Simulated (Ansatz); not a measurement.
I need a single point in a Gaussian basis of C₂H₉NOSi, SMILES N[SiH2]CCO. Use Ansatz 0.2.0 through its Python package. Use: PBE0, def2-SVP basis, multiplicity 1, D4 dispersion.

```xyz
14

N    -1.9265    0.8246   -0.4173
Si   -0.9580   -0.3946   -0.9346
C     0.3915   -0.6768    0.2557
C     1.5204    0.4566    0.3623
O     2.4736    0.0671    1.2638
H    -2.5495    0.5689    0.3475
H    -2.6014    1.0877   -1.1754
H    -0.4144   -0.0070   -2.2796
H    -1.8275   -1.5583   -0.9954
H     0.9515   -1.6017    0.0222
H     0.0002   -0.8711    1.2882
H     1.0163    1.3909    0.7300
H     1.8722    0.6644   -0.6181
H     2.0387    0.0200    2.1797
```

`run_energy.py`
```python
"""Electronic structure of the C2H9NOSi molecule."""

from pathlib import Path

import ansatz
import numpy as np
import pandas as pd

BASIS_SET = "def2-SVP"
FUNCTIONAL = "pbe0"
VDW = "d4"

geometry_ang = [
    ("N", (-1.9265, 0.8246, -0.4173)),
    ("Si", (-0.958, -0.3946, -0.9346)),
    ("C", (0.3915, -0.6768, 0.2557)),
    ("C", (1.5204, 0.4566, 0.3623)),
    ("O", (2.4736, 0.0671, 1.2638)),
    ("H", (-2.5495, 0.5689, 0.3475)),
    ("H", (-2.6014, 1.0877, -1.1754)),
    ("H", (-0.4144, -0.007, -2.2796)),
    ("H", (-1.8275, -1.5583, -0.9954)),
    ("H", (0.9515, -1.6017, 0.0222)),
    ("H", (0.0002, -0.8711, 1.2882)),
    ("H", (1.0163, 1.3909, 0.73)),
    ("H", (1.8722, 0.6644, -0.6181)),
    ("H", (2.0387, 0.02, 2.1797)),
]
geometry = ansatz.Crystal.molecule()
for symbol, xyz in geometry_ang:
    geometry = geometry.atom(symbol, xyz)

calculation = (
    geometry.calculation()
    .basis(gaussian=BASIS_SET)
    .functional(FUNCTIONAL, dispersion=VDW)
    .forces()
    .orbitals()
)
outcome = calculation.run(runs_dir="out")
r = outcome.report

print("reference energy %16.6f eV" % r["reference_energy_ev"])
print("total energy     %16.6f eV" % r["free_energy_ev"])
print("occupied orbitals outside the frozen core (up, down):", r["n_occupied"], " frozen:", r["n_frozen"], " virtual:", r["n_virtual"])

field = r["mean_field"]
print("<S^2> =", round(abs(field["state"]["spin_squared"]), 4), " all-electron relativity setting:", field["relativity"])
print("passes:", field["passes"])
if "symmetry" in field:
    print("occupied orbitals by irrep:", field["symmetry"]["occupied"])

symbols = [site.symbol for site in geometry.cartesian_sites]
forces = np.array(r["forces_ev_ang"])
print("largest force", round(float(np.linalg.norm(forces, axis=1).max()), 4), "eV/A, rms", round(float(np.sqrt((forces ** 2).mean())), 4))

charges = r["charge_distribution"]
table = pd.DataFrame({"atom": symbols, "mulliken": charges["mulliken_charges_e"], "lowdin": charges["lowdin_charges_e"]})
print(table.round(3).to_string())
print("dipole (e A):", np.round(charges["dipole_moment_e_ang"], 4) + 0.0)

lines = Path(r["orbitals_path"]).read_text().splitlines()
field_of = lambda key: [line.split("=")[1].strip() for line in lines if line.startswith(key)]
orbitals = [(27.211386 * float(e), s, float(n)) for e, s, n in zip(field_of("Ene="), field_of("Spin="), field_of("Occup="))]
homo = max(e for e, _, n in orbitals if n > 0.5)
lumo = min(e for e, _, n in orbitals if n < 0.5)
for e, spin, n in sorted(orbitals):
    if homo - 15 < e < lumo + 5:
        print(f"{spin:6s} {e:10.3f} eV  occupation {n:.0f}")
```

```console
$ python run_energy.py
reference energy    -13618.550055 eV
total energy        -13618.774931 eV
occupied orbitals outside the frozen core (up, down): [25, 25]  frozen: 0  virtual: [94, 94]
<S^2> = 0.0  all-electron relativity setting: none
passes: {'evaluations': 15, 'products': 12}
occupied orbitals by irrep: [{'A': 25}, {'A': 25}]
largest force 4.6122 eV/A, rms 1.2695
   atom  mulliken  lowdin
0     N    -0.346   0.034
1    Si     0.459   0.196
2     C    -0.354  -0.175
3     C     0.164  -0.008
4     O    -0.340   0.071
5     H     0.123   0.008
6     H     0.131   0.029
7     H    -0.103  -0.085
8     H    -0.120  -0.102
9     H     0.073   0.020
10    H     0.047   0.017
11    H     0.031  -0.014
12    H     0.038  -0.017
13    H     0.196   0.026
dipole (e A): [-0.4673  0.014   0.2001]
Alpha     -20.199 eV  occupation 2
Alpha     -17.317 eV  occupation 2
Alpha     -14.495 eV  occupation 2
Alpha     -14.095 eV  occupation 2
Alpha     -13.288 eV  occupation 2
Alpha     -12.770 eV  occupation 2
Alpha     -11.538 eV  occupation 2
Alpha     -11.201 eV  occupation 2
Alpha     -10.234 eV  occupation 2
Alpha     -10.014 eV  occupation 2
Alpha      -9.096 eV  occupation 2
Alpha      -8.736 eV  occupation 2
Alpha      -7.588 eV  occupation 2
Alpha      -7.020 eV  occupation 2
Alpha       1.214 eV  occupation 0
Alpha       1.378 eV  occupation 0
Alpha       2.182 eV  occupation 0
Alpha       2.671 eV  occupation 0
Alpha       2.874 eV  occupation 0
Alpha       3.164 eV  occupation 0
Alpha       3.611 eV  occupation 0
Alpha       4.025 eV  occupation 0
Alpha       4.065 eV  occupation 0
Alpha       4.681 eV  occupation 0
Alpha       5.152 eV  occupation 0
Alpha       5.671 eV  occupation 0
```

Notes:
- Total energies depend on the basis set; only differences at equal settings carry meaning.
- The geometry is a force-field or estimated start, not a minimum of this method, and the basis set is short of its limit.
- The Löwdin charges here are taken after orthogonalising the functions within each atom; they differ from plain Löwdin charges, and their signs can be unphysical.
- Alpha marks a spatial orbital of a restricted run, filled by both spins.
- Total less reference energy is the dispersion correction.
- Levels such as HOMO and LUMO are orbital energies: with these approximate functionals they aren't the ionisation energy and electron affinity, and their gap isn't the fundamental gap.
- Timing: 5.7 s on 1 thread of Arm Neoverse V2 (shared host), peak memory 0.36 GiB.
